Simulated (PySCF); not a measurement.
# C3H4BF2N: the cost of one run

The runs use PySCF 2.14.0, with density-fitted response routines of our own; the level of theory stands in each step. All values are computed, except where a source is named. Atoms count from 0, in the outputs and in this text.

### 1 The molecule as given

11 atoms, charge 0, multiplicity 1; geometry from: PBE0-D3(BJ)/def2-SVP.

Bonds of the start (Å): N0–C1 1.27, C1–C2 1.47, C2–C3 1.35, C3–B4 1.55, B4–F5 1.32, B4–F6 1.32, N0–H7 1.03, C1–H8 1.10, C2–H9 1.10, C3–H10 1.10.

### 2 X-ray photoelectron lines: SCAN, X2C

What the job is given:

```
{"job": {"kind": "xps"}, "charge": 0, "multiplicity": 1}
N     -2.640590     0.870113     0.144377
C     -1.693190     0.054393     0.378605
C     -0.279626     0.243057     0.042539
C      0.685143    -0.652450     0.325928
B      2.165115    -0.396623    -0.048352
F      3.114140    -1.261823     0.256028
F      2.530660     0.701424    -0.689040
H     -2.277121     1.708110    -0.326759
H     -1.943666    -0.894179     0.884430
H     -0.020065     1.179872    -0.469000
H      0.405047    -1.580456     0.838257
```

Level: delta-SCF UKS SCAN, pcX-2 on the ionised atom, pcseg-1 elsewhere, spin-free X2C.

Launch:

```
OMP_NUM_THREADS=1 python probes_run.py task.json out
```

One launch serves the whole session: the jobs run in the order shown.

Q: Estimate the wall time and peak memory of this first job on 1 thread of Arm Neoverse V1, shared host.

About 40 s, with a peak of 0.52 GiB.
